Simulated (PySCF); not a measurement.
# CeFO (Ce(O)(F)+): the cost of one run

Program: PySCF 2.14.0. Level of theory: PBE0, Ce def2-SVP with ECP28, O def2-SVP, F def2-SVP; scalar-relativistic core potentials, no spin–orbit coupling. These are calculated values, not measurements.

### 1 The starting structure

3 atoms, charge 1, spin multiplicity 1.

Bond lengths: Ce1–O2 1.710 Å, Ce1–F3 1.963 Å. Angles: O2–Ce1–F3 179.4°.

As a file:

```xyz
3
CeFO
Ce    0.05676    0.00000    0.36712
O     1.76500    0.00000    0.28881
F    -1.90517    0.00000    0.43751
```

Formal oxidation states: Ce +4. An earlier session relaxed this geometry at PBE0, Ce def2-SVP with ECP28, O def2-SVP, F def2-SVP (singlet, point group C∞v).

Its energy there is -649.639821 Eh.

### 2 One electron removed, multiplicity 2

Input file run.py (the lines that set the calculation):

```python
mol = gto.M(atom='''
Ce     0.05676     0.00000     0.36712
O      1.76500     0.00000     0.28881
F     -1.90517     0.00000     0.43751''',
    basis={'Ce': 'def2-SVP', 'O': 'def2-SVP', 'F': 'def2-SVP'},
    ecp={'Ce': 'def2-SVP'},
    charge=2, spin=1)
mf = dft.UKS(mol, xc='PBE0')
mf.grids.atom_grid = (50, 194)  # f atoms: unpruned, at least (60, 302)
mf = mf.density_fit()  # fitting sets: Ce def2-universal-JKFIT, O def2-universal-JKFIT, F def2-universal-JKFIT
mf.conv_tol = 1e-08; mf.max_cycle = 55
mf.kernel(dm0)  # dm0: the density of the relaxed state
```

On the command line:

```
$ OMP_NUM_THREADS=2 python run.py
```

**Question.** How long does this run take on 2 threads of Intel Xeon Platinum 8559C (Emerald Rapids), shared host?

About 1.9 s.
